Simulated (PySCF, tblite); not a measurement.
# C7H9FGe: geometry, infrared bands and NMR shifts

Aim: predict the infrared bands and NMR shifts of C7H9FGe (`C#C[C@@H]1[GeH2][C](F)=C[C@H]1C`).

Programs: tblite 0.8.0 and PySCF 2.14.0, with density-fitted response routines of our own. Each step states its level of theory. These are calculated values for one molecule in the gas phase, unless marked as measured. Atoms count from 0, in the outputs and in this text.

## (1) The molecule as given

18 atoms, charge 0, multiplicity 1; geometry from: force field or distance geometry start.

Bonds of the start (Å): C0–C1 1.22, C1–C2 1.44, C2–Ge3 1.99, Ge3–C4 1.97, C4–F5 1.34, C4–C6 1.32, C6–C7 1.43, C7–C8 1.54, C7–C2 1.48, C0–H9 1.05, C2–H10 1.12, Ge3–H11 1.51, Ge3–H12 1.52, C6–H13 1.12, C7–H14 1.13, C8–H15 1.11, C8–H16 1.10, C8–H17 1.10.

## (2) Geometry optimisation with GFN2-xTB

The job: settings as JSON, then the geometry in Å.

```
{"job": {"kind": "relax", "xc": "GFN2-xTB", "basis": "xTB"}, "charge": 0, "multiplicity": 1}
C      2.964900    -0.634200    -1.080700
C      1.775200    -0.373200    -1.028400
C      0.374400    -0.066800    -0.924400
Ge     0.104900     1.759400    -0.184700
C      0.018700     0.976800     1.625200
F      0.179000     1.645500     2.777400
C     -0.227200    -0.308300     1.462400
C     -0.363200    -0.809300     0.127800
C     -1.858100    -0.823200    -0.234500
H      3.991700    -0.843500    -1.124600
H     -0.125000    -0.136900    -1.926400
H     -1.203400     2.384300    -0.611800
H      1.365200     2.589700    -0.338100
H     -0.314000    -0.962000     2.370200
H     -0.077400    -1.901400     0.127800
H     -2.001100    -0.143500    -1.097800
H     -2.124400    -1.841600    -0.554200
H     -2.488900    -0.505300     0.603100
```

On the command line:

```
> OMP_NUM_THREADS=1 python probes_run.py task.json out
```

The driver reads the jobs from task.json and runs them one after another.

**Question.** This job is followed by: GFN2-xTB harmonic vibrations, gas phase; GIAO PBE0/pcSseg-1 NMR shielding, non-relativistic, gas phase. What will the session give for the following? strongest single infrared mode (GFN2-xTB); zero-point energy (GFN2-xTB); ¹³C shifts against TMS (PBE0/pcSseg-1); ¹H shifts against TMS (PBE0/pcSseg-1, means over atoms taken as alike); ⁷³Ge shifts against GeMe4 (PBE0/pcSseg-1); ¹⁹F shifts against CFCl3 (PBE0/pcSseg-1).

**Answer**, as computed:

| quantity | value |
| --- | --- |
| strongest single infrared mode (GFN2-xTB) | 2022 cm⁻¹, 397 km/mol |
| zero-point energy (GFN2-xTB) | 80.9 kcal/mol |
| ¹³C shifts against TMS (PBE0/pcSseg-1) | 177.0, 137.1, 91.9, 74.9, 46.3, 27.6, 26.6 ppm |
| ¹H shifts against TMS (PBE0/pcSseg-1, means over atoms taken as alike) | 6.33, 5.04, 4.43, 2.93, 2.26, 1.58, 1.12 ppm |
| ⁷³Ge shifts against GeMe4 (PBE0/pcSseg-1) | -135 ppm |
| ¹⁹F shifts against CFCl3 (PBE0/pcSseg-1) | -123.4 ppm |

What this shows: Over 89 steps the energy fell by 0.651 eV; of the close pairs, C6–C7 changed most, 1.432 to 1.503 Å. No mode is imaginary among the 48: a minimum at this level. The strongest single mode, at 2022 cm⁻¹, moves mainly H12. Unscaled tight-binding wavenumbers are off by several per cent, some by more. Its intensities can rank the bands wrongly. The most deshielded hydrogen is H13 (hydrogen on an alkene CH), at 6.33 ppm: olefinic region. At PBE0/pcSseg-1: The largest span, 313 ppm, is at C1, where the paramagnetic term is -163 ppm. Spin-orbit coupling is left out, which matters for shieldings and couplings at and beside the heavy atoms.
